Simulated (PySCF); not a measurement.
# C4H10BBr: runs on many settings, part 2 of 2

PySCF 2.14.0. Atoms count from 0. The steps go on from the part before.

## Step 4: J couplings: wB97X/def2-SVPD

What the job is given:

```
{"job": {"kind": "j", "xc": "wB97X", "basis": "def2-SVPD"}, "charge": 0, "multiplicity": 1}
C     -0.824104     1.445749     0.302943
B     -0.609167    -0.096241     0.061019
C     -1.838830    -1.078848     0.068773
C      0.835970    -0.699708    -0.197809
C      1.980950     0.291355    -0.198956
Br     3.713379    -0.587886    -0.536649
H     -1.864492     1.725176     0.447569
H     -0.439973     2.034018    -0.529727
H     -0.271599     1.783286     1.179526
H     -2.546962    -0.804833    -0.713309
H     -1.581414    -2.125534    -0.073321
H     -2.393484    -0.996797     1.002940
H      0.825729    -1.233460    -1.153900
H      1.034599    -1.470831     0.553809
H      2.092952     0.788448     0.763045
H      1.878846     1.035052    -0.987363
```

Level: wB97X/def2-SVPD indirect spin-spin coupling, non-relativistic, gas phase.

The program printed:

```text
coarse grid: 57952 points
cycle   1  E = -2756.9786609808  dE = -5.048e-01  |g| = 3.684e-01  |ddm| = 5.578e+00
cycle   2  E = -2757.0057502706  dE = -2.709e-02  |g| = 2.552e-01  |ddm| = 1.241e+00
cycle   3  E = -2757.0219053334  dE = -1.616e-02  |g| = 4.645e-02  |ddm| = 4.772e-01
cycle   4  E = -2757.0225409779  dE = -6.356e-04  |g| = 1.818e-02  |ddm| = 1.347e-01
cycle   5  E = -2757.0226302972  dE = -8.932e-05  |g| = 3.420e-03  |ddm| = 4.229e-02
cycle   6  E = -2757.0226357628  dE = -5.466e-06  |g| = 1.103e-03  |ddm| = 1.158e-02
final grid: 122840 points
cycle   7  E = -2757.0222356307  dE = -1.242e-06  |g| = 8.556e-04  |ddm| = 1.185e-02
cycle   8  E = -2757.0222357494  dE = -1.187e-07  |g| = 7.075e-04  |ddm| = 3.318e-03
cycle   9  E = -2757.0222358307  dE = -8.127e-08  |g| = 8.135e-05  |ddm| = 9.380e-04
cycle  10  E = -2757.0222358371  dE = -6.383e-09  |g| = 4.418e-05  |ddm| = 4.966e-04
cycle  11  E = -2757.0222358379  dE = -8.722e-10  |g| = 9.425e-06  |ddm| = 1.490e-04
converged SCF energy = -2757.0222358379

Indirect spin-spin couplings (Hz)
  i      j    bonds     total        FC       PSO       DSO        SD
  0 C    1 B    1     95.871    96.951    -1.597     0.210     0.307
  0 C    2 C    2      7.361     7.550    -0.187    -0.002         -
  0 C    3 C    2      5.573     5.696    -0.145     0.023         -
  0 C    4 C    3      5.784     5.696     0.024     0.064         -
  0 C    6 H    1    143.794   141.841     1.354     0.598         -
  0 C    7 H    1    127.530   125.356     1.530     0.644         -
  0 C    8 H    1    126.558   124.369     1.546     0.643         -
  0 C    9 H    3      1.034     1.092    -0.030    -0.028         -
  0 C   10 H    3      8.514     8.663     0.199    -0.349         -
  0 C   11 H    3      1.494     1.549    -0.040    -0.015         -
  0 C   12 H    3      0.896     0.951     0.146    -0.200         -
  0 C   13 H    3      0.890     0.944     0.147    -0.200         -
  0 C   14 H    4      0.469     0.326    -0.085     0.228         -
  0 C   15 H    4      0.450     0.309    -0.087     0.228         -
  1 B    2 C    1     97.238    98.306    -1.588     0.203     0.317
  1 B    3 C    1     89.376    90.389    -1.575     0.268     0.294
  1 B    4 C    2     -0.097    -0.078    -0.039     0.073    -0.052
  1 B    6 H    2     -5.755    -5.198    -0.358    -0.229     0.030
  1 B    7 H    2     -2.864    -2.770    -0.078    -0.137     0.122
  1 B    8 H    2     -2.760    -2.701    -0.060    -0.131     0.132
  1 B    9 H    2     -2.566    -2.498    -0.043    -0.159     0.134
  1 B   10 H    2     -6.026    -5.471    -0.343    -0.241     0.029
  1 B   11 H    2     -2.824    -2.695    -0.076    -0.170     0.117
  1 B   12 H    2     -4.131    -4.112    -0.162     0.024     0.119
  1 B   13 H    2     -4.086    -4.065    -0.161     0.021     0.119
  1 B   14 H    3      1.651     1.702    -0.180     0.149    -0.020
  1 B   15 H    3      1.640     1.689    -0.181     0.151    -0.020
  2 C    3 C    2      8.089     8.248    -0.186     0.027         -
  2 C    4 C    3      8.284     8.264     0.040    -0.020         -
  2 C    6 H    3      5.393     5.399    -0.069     0.063         -
  2 C    7 H    3      1.977     2.080     0.146    -0.250         -
  2 C    8 H    3      1.571     1.673     0.140    -0.242         -
  2 C    9 H    1    126.530   124.378     1.558     0.594         -
  2 C   10 H    1    139.258   137.317     1.354     0.588         -
  2 C   11 H    1    128.377   126.252     1.533     0.592         -
  2 C   12 H    3      1.358     1.361    -0.073     0.070         -
  2 C   13 H    3      1.385     1.391    -0.074     0.068         -
  2 C   14 H    4     -0.273    -0.258     0.109    -0.124         -
  2 C   15 H    4     -0.272    -0.258     0.109    -0.123         -
  3 C    4 C    1     72.216    72.797    -0.862     0.280         -
  3 C    6 H    3      6.625     6.726     0.181    -0.282         -
  3 C    7 H    3      0.685     0.687    -0.056     0.054         -
  3 C    8 H    3      0.503     0.506    -0.050     0.047         -
  3 C    9 H    3      1.483     1.535     0.112    -0.163         -
  3 C   10 H    3      5.246     5.160    -0.099     0.185         -
  3 C   11 H    3      2.090     2.148     0.123    -0.181         -
  3 C   12 H    1    132.826   130.673     1.121     1.032         -
  3 C   13 H    1    132.820   130.669     1.120     1.031         -
  3 C   14 H    2     -3.484    -3.546     0.044     0.018         -
  3 C   15 H    2     -3.519    -3.582     0.045     0.017         -
  4 C    6 H    4      1.478     1.396     0.250    -0.168         -
  4 C    7 H    4      0.710     0.426    -0.040     0.324         -
  4 C    8 H    4      0.659     0.384    -0.032     0.307         -
  4 C    9 H    4      0.319     0.290     0.154    -0.126         -
  4 C   10 H    4      0.286     0.246     0.131    -0.090         -
  4 C   11 H    4      0.497     0.470     0.158    -0.131         -
  4 C   12 H    2     -8.391    -8.450    -0.081     0.139         -
  4 C   13 H    2     -8.386    -8.444    -0.082     0.140         -
  4 C   14 H    1    170.716   169.496    -0.017     1.237         -
  4 C   15 H    1    171.068   169.846    -0.016     1.238         -
  6 H    7 H    2    -10.658   -10.348     2.228    -2.538         -
  6 H    8 H    2    -10.964   -10.657     2.225    -2.531         -
  6 H   11 H    4      0.155    -0.050    -0.458     0.662         -
  6 H   12 H    4     -0.239     0.045     0.905    -1.189         -
  6 H   13 H    4     -0.340    -0.051     0.917    -1.206         -
  6 H   14 H    5      0.159     0.175     0.684    -0.701         -
  7 H    8 H    2    -13.561   -13.384     2.077    -2.254         -
  7 H    9 H    4      0.719     0.818     0.335    -0.434         -
  7 H   10 H    4     -0.245     0.129     0.977    -1.352         -
  7 H   11 H    4      1.429     1.780     0.994    -1.345         -
  7 H   12 H    4      0.681     0.659     0.315    -0.293         -
  7 H   13 H    4      0.731     1.008     0.997    -1.274         -
  7 H   14 H    5      0.447     0.048    -0.217     0.616         -
  7 H   15 H    5      0.947     0.088    -1.441     2.299         -
  8 H    9 H    4      1.565     1.922     1.002    -1.359         -
  8 H   11 H    4      0.613     0.700     0.310    -0.397         -
  8 H   12 H    4      0.754     1.036     1.005    -1.286         -
  8 H   13 H    4      0.764     0.740     0.305    -0.280         -
  8 H   14 H    5      0.959     0.124    -1.385     2.219         -
  8 H   15 H    5      0.398     0.023    -0.165     0.540         -
  9 H   10 H    2    -10.779   -10.434     2.280    -2.625         -
  9 H   11 H    2    -13.786   -13.524     2.186    -2.448         -
  9 H   12 H    4      0.912     0.852     0.188    -0.128         -
  9 H   13 H    4      1.858     2.097     0.930    -1.169         -
 10 H   11 H    2    -10.314    -9.959     2.291    -2.646         -
 10 H   12 H    4      0.408    -0.012    -0.614     1.034         -
 10 H   13 H    4      0.427    -0.008    -0.657     1.092         -
 11 H   12 H    4      1.733     1.983     0.950    -1.200         -
 11 H   13 H    4      0.727     0.702     0.268    -0.243         -
 12 H   13 H    2    -14.361   -14.732     1.604    -1.233         -
 12 H   14 H    3      9.196     9.697     1.855    -2.355         -
 12 H   15 H    3      3.265     2.791     0.277     0.197         -
 13 H   14 H    3      3.298     2.821     0.271     0.205         -
 13 H   15 H    3      9.202     9.703     1.855    -2.356         -
 14 H   15 H    2     -8.859    -9.303     1.752    -1.309         -
```

Run time: 63 s. Hardware: 1 thread of Arm Neoverse V2, shared host; peak memory 1 GiB.

The basis is not made for couplings: without tight functions at the nuclei these values are rough.

This run: J(C4,H14) 170.9 Hz, J(C3,H12) 132.8 Hz, J(C0,H6) 132.0 Hz (means over like pairs).

## Step 5: Shielding tensors: PBE/pcSseg-1

Same as in step 4 but for these lines:

```diff
@@ -1,2 +1,2 @@
-{"job": {"kind": "j", "xc": "wB97X", "basis": "def2-SVPD"}, "charge": 0, "multiplicity": 1}
+{"job": {"kind": "nmr", "xc": "PBE", "basis": "pcSseg-1", "pop": false, "scf": {"aux": "def2-qzvpp-jkfit"}}, "charge": 0, "multiplicity": 1}
 C     -0.824104     1.445749     0.302943
```

Level: GIAO PBE/pcSseg-1 NMR shielding, non-relativistic, gas phase.

The program printed:

```text
final grid: 122840 points
cycle   1  E = -2756.3844306814  dE = -1.001e+00  |g| = 1.055e+00  |ddm| = 3.501e+00
cycle   2  E = -2756.2240665164  dE =  1.604e-01  |g| = 1.122e+00  |ddm| = 1.614e+00
cycle   3  E = -2756.4936134465  dE = -2.695e-01  |g| = 2.947e-01  |ddm| = 1.345e+00
cycle   4  E = -2756.5152423637  dE = -2.163e-02  |g| = 1.118e-01  |ddm| = 4.251e-01
cycle   5  E = -2756.5187328019  dE = -3.490e-03  |g| = 2.934e-02  |ddm| = 1.326e-01
cycle   6  E = -2756.5188920327  dE = -1.592e-04  |g| = 4.957e-03  |ddm| = 2.322e-02
cycle   7  E = -2756.5188986020  dE = -6.569e-06  |g| = 1.712e-03  |ddm| = 6.565e-03
cycle   8  E = -2756.5188992884  dE = -6.863e-07  |g| = 2.900e-04  |ddm| = 1.659e-03
cycle   9  E = -2756.5188993093  dE = -2.090e-08  |g| = 1.033e-04  |ddm| = 3.720e-04
cycle  10  E = -2756.5188993117  dE = -2.444e-09  |g| = 2.942e-05  |ddm| = 1.065e-04
cycle  11  E = -2756.5188993119  dE = -2.274e-10  |g| = 4.701e-06  |ddm| = 3.248e-05
converged SCF energy = -2756.5188993119

GIAO shielding tensors (ppm)
atom      isotropic    diamagn.    paramagn.     s11        s22        s33       span
  0 C      170.558     252.586     -82.029    148.764    180.086    182.823     34.059
  1 B        4.540     188.266    -183.725    -54.797    -45.523    113.941    168.738
  2 C      165.756     251.956     -86.200    144.734    169.301    183.232     38.498
  3 C      136.330     252.518    -116.188    113.350    123.805    171.833     58.482
  4 C      134.260     245.111    -110.851     94.317    135.861    172.603     78.286
  5 Br    2155.755    3120.665    -964.910   1546.600   1909.292   3011.372   1464.772
  6 H       30.617      30.839      -0.221     26.930     29.467     35.455      8.525
  7 H       30.855      31.391      -0.536     26.140     31.193     35.233      9.092
  8 H       30.889      31.304      -0.415     26.207     31.092     35.368      9.161
  9 H       30.690      29.912       0.779     27.336     29.032     35.704      8.368
 10 H       30.652      31.241      -0.589     26.813     30.570     34.572      7.759
 11 H       30.644      29.966       0.678     27.231     29.097     35.603      8.372
 12 H       29.410      31.543      -2.134     24.931     29.678     33.620      8.689
 13 H       29.409      31.539      -2.130     24.929     29.685     33.614      8.685
 14 H       27.803      29.723      -1.920     20.437     27.796     35.176     14.739
 15 H       27.793      29.727      -1.934     20.406     27.768     35.206     14.800
```

Wall time 21 s (1 thread of Arm Neoverse V2, shared host); peak memory 0.66 GiB.

The references, computed at this level on geometries of the same kind, shield at (ppm): ¹H TMS 31.64, ¹³C TMS 182.6, ¹¹B BF3·OEt2 94.2. Their shielding less the atom's gives the shift. The references are single molecules in the gas phase. Atoms listed in one row are averaged.

```tsv
atoms	environment	σ (ppm)	δ (ppm)
C4	sp3 CH2 bonded to Br	134.3	48.4
C3	sp3 CH2 bonded to B	136.3	46.3
C0, C2	methyl carbon bonded to B	168.2	14.5
H14, H15	hydrogen on an sp3 CH2 bonded to Br	27.80	3.84
H12, H13	hydrogen on an sp3 CH2 bonded to B	29.41	2.23
H6, H7, H8, H9, H10, H11	hydrogen on a methyl carbon bonded to B	30.72	0.92
B1	boron bonded to 3 C	4.5	89.6
Br5	bromine bonded to C	2156	–
```

## Step 6: Comparing the runs: spin-spin couplings

Couplings (Hz), each a mean over the pairs like the one named, with basis size and wall time:

```tsv
run	C4–H14	C3–H12	C0–H6	C0–B1	B1–C3	C3–C4	H12–H13	functions	time
PW91/6-31G*	158.2	136.4	130.0	63.3	58.8	42.6	-19.6	122	22 s
mPW1PW91/3-21G	113.8	97.1	92.4	38.3	35.6	27.7	-17.8	87	9.9 s
wB97X/def2-SVPD	170.9	132.8	132.0	96.6	89.4	72.2	-14.4	221	63 s
```

## Step 7: Results

The summary covers parts 1 to 2.

| quantity | value |
| --- | --- |
| largest coupling of the table (PW91/6-31G*) | ¹J(C,H) C4–H14, 158.2 Hz |
| ¹³C shifts against TMS (PBE/pcSseg-1, means over atoms taken as alike) | 48.4, 46.3, 14.5 ppm |
| ¹H shifts against TMS (PBE/pcSseg-1, means over atoms taken as alike) | 3.84, 2.23, 0.92 ppm |
| ¹¹B shifts against BF3·OEt2 (PBE/pcSseg-1) | 89.6 ppm |
| shieldings of Br (PBE/pcSseg-1) | Br5 2155.8 ppm |
| range of J(C4,H14), mean over like pairs | 113.8 to 170.9 Hz |

**Reading.** Single values in the summary come from the first run of each kind that ended normally (PW91/6-31G*; PBE/pcSseg-1), which need not be the best level. Of the pairs tabulated at PW91/6-31G*, C4–H14 (mean over like pairs) couples most strongly (158.2 Hz; Fermi contact 157.0 Hz). Couplings across rotatable bonds belong to this one conformer; where others are populated, the observed values are averages, and the simulated multiplets take (2 J gauche + J anti)/3 across rotating chain bonds. C4 stands next to heavy halogen, whose spin-orbit shielding this run leaves out, so the computed shift lies too far downfield, most of all for carbon beside Br or I. H14, H15 (mean) (hydrogen on an sp3 CH2 bonded to Br) lies farthest downfield among hydrogen, at 3.84 ppm; its carbon carries Br, which withdraws density. At PBE/pcSseg-1: The widest tensor belongs to Br5: span 1465 ppm, with a paramagnetic part of -965 ppm. The coupling C4–H14, as a mean over pairs of its kind, runs from 113.8 Hz (mPW1PW91/3-21G) to 170.9 Hz (wB97X/def2-SVPD). Spin-orbit coupling is left out, which matters for shieldings and couplings at and beside the heavy atoms. Couplings from bases without tight functions are rough.
